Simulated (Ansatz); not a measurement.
Born–Oppenheimer molecular dynamics of a periodic cell of 36 atoms, Be (start crystal Be, start structure hcp, volume 1.05 times the crystal's). It starts from a structure without forces on its atoms.

Level of theory: Ansatz, DFT PBE-D3(BJ), scalar-relativistic, plane waves, PAW. Settings: accuracy low, cutoff 420 eV, k mesh 2x2x2, fermi-dirac smearing 0.24 eV, no spin polarisation.

```json
{
 "ensemble": "NVE (velocity Verlet)",
 "time step": "0.75 fs",
 "steps asked": "70",
 "starting velocities drawn for": "5600 K",
 "seed": "277813"
}
```

Frames 7.5 fs apart, positions in Å, forces in eV/Å.

Velocities at 0.0 fs (Å/ps):

```
Be 13.93 -6.32 23.31
Be -1.24 16.11 15.79
Be 37.78 32.16 5.51
Be -6.44 -32.07 -2.33
Be 16.34 15.79 9.45
Be 22.52 -35.93 45.40
Be 8.09 -47.34 -8.30
Be 15.23 -18.35 -8.81
Be -11.98 -6.79 -8.48
Be -53.24 -1.75 -15.34
Be -1.44 -9.51 12.58
Be -43.81 -7.21 5.12
Be 48.05 26.49 -17.52
Be -8.96 0.60 48.70
Be 23.61 11.93 16.50
Be -31.81 29.54 16.42
Be -8.94 -11.26 29.95
Be 6.50 -21.55 -4.61
Be 24.33 7.05 -2.55
Be -25.08 -16.78 41.73
Be 18.47 3.23 -13.80
Be 35.65 -35.14 12.17
Be 9.93 27.86 -25.43
Be 6.74 8.77 3.66
Be 29.27 -40.37 -21.35
Be 9.67 24.19 20.69
Be -11.92 27.87 -21.85
Be 12.38 30.05 6.31
Be -5.50 14.89 -17.05
Be -30.81 4.14 -3.40
Be -17.93 13.36 -30.97
Be -33.67 -4.94 -27.57
Be -2.64 21.64 -12.54
Be 6.45 -4.53 -30.90
Be -4.54 -30.34 -3.51
Be -44.98 14.52 -37.00
```

```xyz
36
Lattice="6.9826 0.0000 0.0000 -3.4913 6.0471 0.0000 0.0000 0.0000 7.2945" Properties=species:S:1:pos:R:3:forces:R:3 time_fs=0.0 energy_less_start_eV=0.000 T=5600
Be 0.000 0.000 0.000 0.00 0.00 0.00
Be 0.000 1.344 1.824 0.00 0.00 0.00
Be 0.000 0.000 3.647 0.00 0.00 0.00
Be 0.000 1.344 5.471 0.00 0.00 0.00
Be -1.164 2.016 0.000 0.00 0.00 0.00
Be -1.164 3.360 1.824 0.00 0.00 0.00
Be -1.164 2.016 3.647 0.00 0.00 0.00
Be -1.164 3.360 5.471 0.00 0.00 0.00
Be -2.328 4.031 0.000 0.00 0.00 0.00
Be -2.328 5.375 1.824 0.00 0.00 0.00
Be -2.328 4.031 3.647 0.00 0.00 0.00
Be -2.328 5.375 5.471 0.00 0.00 0.00
Be 2.328 0.000 0.000 0.00 0.00 0.00
Be 2.328 1.344 1.824 0.00 0.00 0.00
Be 2.328 0.000 3.647 0.00 0.00 0.00
Be 2.328 1.344 5.471 0.00 0.00 0.00
Be 1.164 2.016 0.000 0.00 0.00 0.00
Be 1.164 3.360 1.824 0.00 0.00 0.00
Be 1.164 2.016 3.647 0.00 0.00 0.00
Be 1.164 3.360 5.471 0.00 0.00 0.00
Be 0.000 4.031 0.000 0.00 0.00 0.00
Be 0.000 5.375 1.824 0.00 0.00 0.00
Be 0.000 4.031 3.647 0.00 0.00 0.00
Be 0.000 5.375 5.471 0.00 0.00 0.00
Be 4.655 0.000 0.000 0.00 0.00 0.00
Be 4.655 1.344 1.824 0.00 0.00 0.00
Be 4.655 0.000 3.647 0.00 0.00 0.00
Be 4.655 1.344 5.471 0.00 0.00 0.00
Be 3.491 2.016 0.000 0.00 0.00 0.00
Be 3.491 3.360 1.824 0.00 0.00 0.00
Be 3.491 2.016 3.647 0.00 0.00 0.00
Be 3.491 3.360 5.471 0.00 0.00 0.00
Be 2.328 4.031 0.000 0.00 0.00 0.00
Be 2.328 5.375 1.824 0.00 0.00 0.00
Be 2.328 4.031 3.647 0.00 0.00 0.00
Be 2.328 5.375 5.471 0.00 0.00 0.00
36
Lattice="6.9826 0.0000 0.0000 -3.4913 6.0471 0.0000 0.0000 0.0000 7.2945" Properties=species:S:1:pos:R:3:forces:R:3 time_fs=7.5 energy_less_start_eV=8.688 T=3682
Be 0.095 -0.040 0.154 -0.89 1.00 -2.44
Be -0.006 1.451 1.935 0.55 -1.71 -0.75
Be 0.276 0.223 3.683 -0.01 -1.78 -0.53
Be -0.048 1.120 5.462 -0.20 1.73 0.85
Be -1.046 2.128 0.069 -0.40 -0.32 -0.21
Be -1.003 3.111 2.143 -0.54 2.31 -1.57
Be -1.104 1.680 3.601 -0.18 1.65 1.73
Be -1.053 3.230 5.407 -0.27 0.85 0.16
Be -2.411 3.979 -0.060 0.44 -0.08 0.21
Be -2.696 5.359 1.725 3.16 -0.54 2.16
Be -2.341 3.964 3.733 -0.21 0.36 -0.74
Be -2.641 5.320 5.507 1.12 -0.37 -0.24
Be 2.671 0.187 -0.116 -1.30 -0.90 1.27
Be 2.262 1.341 2.156 -0.14 -1.03 -3.60
Be 2.491 0.083 3.767 -1.27 -0.49 -0.21
Be 2.101 1.553 5.589 1.09 -1.48 -0.27
Be 1.105 1.931 0.216 0.91 -0.26 -0.92
Be 1.211 3.208 1.795 -0.38 0.94 0.72
Be 1.327 2.069 3.642 -2.13 0.07 1.59
Be 0.985 3.237 5.758 1.10 0.15 -2.34
Be 0.123 4.059 -0.091 -1.57 0.60 1.47
Be 0.255 5.128 1.896 -0.93 1.76 -2.39
Be 0.077 4.228 3.482 0.27 -1.18 2.95
Be 0.047 5.438 5.491 -0.57 -0.37 -0.59
Be 4.860 -0.277 -0.152 -1.75 2.80 0.39
Be 4.721 1.516 1.960 -0.76 -0.57 -1.79
Be 4.564 0.196 3.490 -0.59 -1.48 0.51
Be 4.739 1.557 5.515 -0.90 -1.17 -0.24
Be 3.448 2.127 -0.118 -0.24 0.30 0.75
Be 3.275 3.388 1.792 1.51 -0.36 -0.62
Be 3.371 2.112 3.437 1.80 -0.16 2.24
Be 3.250 3.325 5.276 0.99 0.13 1.25
Be 2.316 4.177 -0.094 1.28 -2.22 -0.09
Be 2.369 5.345 1.612 -1.24 0.33 1.83
Be 2.292 3.824 3.617 -0.10 2.10 -0.59
Be 2.013 5.477 5.197 2.34 -0.64 0.05
36
Lattice="6.9826 0.0000 0.0000 -3.4913 6.0471 0.0000 0.0000 0.0000 7.2945" Properties=species:S:1:pos:R:3:forces:R:3 time_fs=15.0 energy_less_start_eV=17.386 T=1762
Be 0.142 -0.024 0.172 -0.89 0.90 -2.65
Be 0.018 1.457 2.003 0.59 -2.87 -1.11
Be 0.552 0.345 3.692 0.11 -2.30 -0.09
Be -0.110 0.995 5.498 -0.46 2.50 0.83
Be -0.950 2.224 0.126 -0.43 -0.23 -0.42
Be -0.871 2.997 2.380 -0.32 3.47 -1.05
Be -1.056 1.433 3.648 -0.55 1.34 1.62
Be -0.958 3.151 5.350 -0.44 1.48 -0.19
Be -2.469 3.924 -0.107 0.71 0.20 0.24
Be -2.881 5.312 1.750 4.32 -0.51 2.83
Be -2.365 3.917 3.779 -0.18 0.64 -0.76
Be -2.893 5.241 5.529 0.97 -0.91 -0.48
Be 2.943 0.324 -0.162 -1.38 -0.87 1.34
Be 2.189 1.279 2.289 -0.20 -1.43 -3.83
Be 2.582 0.140 3.876 -1.94 -0.38 0.03
Be 1.939 1.671 5.693 1.98 -3.24 -0.23
Be 1.099 1.830 0.377 1.60 -0.50 -1.59
Be 1.234 3.108 1.808 -0.99 1.09 1.11
Be 1.371 2.126 3.728 -2.65 0.19 2.17
Be 0.868 3.126 5.918 1.44 0.59 -2.32
Be 0.159 4.123 -0.097 -1.92 1.20 1.84
Be 0.456 4.979 1.835 -1.78 1.91 -2.44
Be 0.168 4.360 3.483 0.14 -1.04 3.52
Be 0.059 5.477 5.483 -1.08 -1.01 -0.10
Be 4.964 -0.390 -0.288 -2.21 3.94 -0.26
Be 4.745 1.658 1.995 -0.70 -0.40 -2.16
Be 4.436 0.309 3.357 -1.28 -1.84 -0.13
Be 4.769 1.703 5.546 -1.51 -1.82 -0.13
Be 3.390 2.256 -0.195 -0.64 0.30 0.89
Be 3.146 3.396 1.726 2.41 -0.45 -0.86
Be 3.351 2.199 3.349 2.08 -0.45 2.31
Be 3.064 3.297 5.154 1.31 -0.02 1.85
Be 2.381 4.191 -0.192 1.97 -3.18 -0.04
Be 2.337 5.335 1.499 -1.75 0.57 1.78
Be 2.253 3.741 3.550 0.25 3.69 -1.47
Be 1.834 5.545 4.926 3.43 -0.57 -0.04
36
Lattice="6.9826 0.0000 0.0000 -3.4913 6.0471 0.0000 0.0000 0.0000 7.2945" Properties=species:S:1:pos:R:3:forces:R:3 time_fs=22.5 energy_less_start_eV=15.500 T=2176
Be 0.136 0.036 0.048 -0.51 -0.81 0.46
Be 0.069 1.308 2.010 -0.91 -0.93 -0.56
Be 0.816 0.334 3.697 -3.17 -1.45 0.53
Be -0.194 1.010 5.581 -0.04 1.53 0.00
Be -0.877 2.304 0.159 -0.02 -0.43 -0.37
Be -0.760 3.071 2.550 -0.39 0.96 -0.82
Be -1.038 1.268 3.780 -0.57 1.27 -0.80
Be -0.893 3.155 5.281 -1.07 1.09 -0.49
Be -2.481 3.881 -0.140 1.36 0.47 0.30
Be -2.828 5.240 1.927 1.78 0.36 0.31
Be -2.399 3.911 3.780 0.12 1.04 -0.29
Be -3.087 5.117 5.523 0.56 0.07 -0.58
Be 3.131 0.411 -0.129 -1.53 -0.44 1.09
Be 2.111 1.140 2.210 1.14 -0.20 -0.51
Be 2.565 0.174 3.985 -0.56 -0.11 0.09
Be 1.892 1.602 5.781 2.01 -3.33 -0.45
Be 1.186 1.705 0.447 1.46 0.28 -1.50
Be 1.203 3.069 1.880 -0.60 0.34 0.14
Be 1.267 2.199 3.931 -1.01 0.71 0.40
Be 0.834 3.054 5.947 1.14 1.59 -0.38
Be 0.085 4.248 -0.010 -1.07 -0.19 -0.83
Be 0.541 4.941 1.650 -3.65 1.21 1.46
Be 0.266 4.429 3.677 -0.14 -0.68 0.62
Be 0.015 5.458 5.468 -0.14 -1.03 0.63
Be 4.955 -0.292 -0.432 0.62 0.70 0.06
Be 4.731 1.775 1.907 0.13 -0.45 -1.23
Be 4.247 0.319 3.216 0.54 -0.72 -0.73
Be 4.713 1.744 5.569 -1.19 -1.43 -0.02
Be 3.297 2.389 -0.219 -0.22 -2.16 0.71
Be 3.153 3.379 1.613 1.46 -0.21 0.01
Be 3.442 2.256 3.393 -0.16 -1.14 0.77
Be 2.953 3.269 5.133 0.77 -0.06 0.56
Be 2.540 4.049 -0.292 -1.30 1.75 0.30
Be 2.228 5.359 1.489 2.02 0.87 0.76
Be 2.233 3.862 3.402 1.29 2.01 -0.85
Be 1.846 5.579 4.661 1.84 -0.47 1.23
36
Lattice="6.9826 0.0000 0.0000 -3.4913 6.0471 0.0000 0.0000 0.0000 7.2945" Properties=species:S:1:pos:R:3:forces:R:3 time_fs=30.0 energy_less_start_eV=16.063 T=2053
Be 0.100 0.054 -0.059 -0.05 -1.32 1.75
Be 0.074 1.101 1.979 -0.82 1.02 -0.49
Be 0.892 0.242 3.730 -5.26 0.22 0.67
Be -0.282 1.119 5.665 0.25 0.46 -0.68
Be -0.806 2.359 0.170 0.46 -0.62 -0.19
Be -0.677 3.210 2.672 -1.37 -0.47 -0.66
Be -1.054 1.190 3.869 -0.28 2.86 -2.36
Be -0.887 3.222 5.187 -0.84 0.17 -0.04
Be -2.417 3.863 -0.157 0.92 0.11 0.10
Be -2.661 5.183 2.127 0.14 0.02 -1.69
Be -2.426 3.962 3.765 0.18 0.63 0.33
Be -3.244 4.997 5.484 0.96 1.38 -0.14
Be 3.228 0.468 -0.029 -1.34 -0.93 0.92
Be 2.099 0.982 2.093 1.91 0.00 1.37
Be 2.523 0.201 4.099 1.90 -0.06 -0.18
Be 1.957 1.345 5.838 0.40 -1.25 -1.34
Be 1.353 1.596 0.429 -0.14 0.86 -0.84
Be 1.139 3.052 1.960 0.47 -0.20 -1.05
Be 1.096 2.305 4.159 -0.30 -0.14 -1.45
Be 0.870 3.068 5.950 1.00 1.05 1.06
Be -0.059 4.364 0.029 -0.89 -1.36 -2.82
Be 0.431 4.982 1.542 -1.75 1.31 3.18
Be 0.358 4.453 3.915 0.06 -1.20 -1.25
Be -0.043 5.383 5.494 0.06 0.08 1.66
Be 4.973 -0.141 -0.573 1.71 -0.82 0.56
Be 4.722 1.863 1.746 0.42 -0.82 -0.23
Be 4.084 0.283 3.038 1.75 -0.03 -0.12
Be 4.587 1.702 5.589 -0.56 -0.65 -0.20
Be 3.195 2.397 -0.202 0.73 -2.86 0.30
Be 3.245 3.352 1.504 -0.04 0.53 1.37
Be 3.534 2.248 3.486 -0.68 -1.19 -0.42
Be 2.889 3.235 5.146 0.31 -0.48 -0.73
Be 2.634 4.001 -0.372 -2.25 4.24 0.87
Be 2.213 5.432 1.528 1.70 0.56 0.06
Be 2.285 4.102 3.206 1.38 -0.41 0.19
Be 1.968 5.582 4.469 -0.11 -0.68 2.49
36
Lattice="6.9826 0.0000 0.0000 -3.4913 6.0471 0.0000 0.0000 0.0000 7.2945" Properties=species:S:1:pos:R:3:forces:R:3 time_fs=37.5 energy_less_start_eV=16.087 T=2047
Be 0.062 0.000 -0.069 0.56 -0.49 1.36
Be 0.037 0.953 1.920 0.78 2.37 -0.25
Be 0.684 0.157 3.807 -1.99 0.76 0.82
Be -0.354 1.254 5.709 0.70 -0.56 -0.99
Be -0.708 2.377 0.172 0.75 -0.53 0.20
Be -0.673 3.327 2.754 -1.54 -0.57 -0.46
Be -1.090 1.272 3.829 -0.69 2.45 -1.60
Be -0.929 3.301 5.094 -0.16 -0.40 0.89
Be -2.304 3.851 -0.168 -0.73 -0.34 -0.20
Be -2.479 5.129 2.228 -0.17 0.17 -2.80
Be -2.446 4.046 3.770 -0.34 -0.64 0.87
Be -3.340 4.954 5.439 1.91 1.35 0.71
Be 3.252 0.464 0.124 -0.09 -1.99 0.31
Be 2.193 0.827 2.048 0.97 0.67 1.42
Be 2.571 0.221 4.190 0.55 -0.51 -2.29
Be 2.049 1.012 5.824 -0.90 0.65 -0.32
Be 1.507 1.533 0.363 -2.66 0.49 0.32
Be 1.100 3.027 1.981 0.80 -0.07 -1.13
Be 0.905 2.401 4.303 0.03 -1.44 -2.41
Be 0.961 3.146 6.012 -0.13 0.49 1.36
Be -0.249 4.406 -0.072 0.22 -1.19 0.22
Be 0.208 5.086 1.599 -0.67 -1.27 0.40
Be 0.457 4.411 4.083 0.74 -0.45 -2.06
Be -0.099 5.313 5.610 0.13 1.22 0.64
Be 5.084 -0.033 -0.681 0.69 -0.81 0.85
Be 4.737 1.901 1.568 0.43 -1.14 0.30
Be 4.025 0.248 2.861 2.43 1.25 1.89
Be 4.427 1.618 5.596 -0.04 -0.22 -0.64
Be 3.133 2.266 -0.170 1.12 1.75 -0.68
Be 3.338 3.355 1.469 -0.79 0.88 1.36
Be 3.590 2.171 3.554 -0.18 -0.69 -1.20
Be 2.844 3.175 5.124 0.07 -0.34 -0.40
Be 2.607 4.173 -0.399 -0.46 0.70 1.37
Be 2.293 5.537 1.565 -0.80 -0.14 -1.42
Be 2.415 4.321 3.021 0.57 -2.00 1.36
Be 2.088 5.553 4.419 -1.14 0.59 2.18
```

Of the whole run (52 fs, mean temperature of the second half 2017 K): The conserved energy stayed within 0.72 meV per atom of its start (net change 0.33 meV per atom), so the integration is sound. A run of 0.052 ps of so small a system gives no equilibrium averages. Limits of this set-up: coarse k mesh, low accuracy level.

Time of the run: 7.4 min on 1 CPU thread of a shared host.
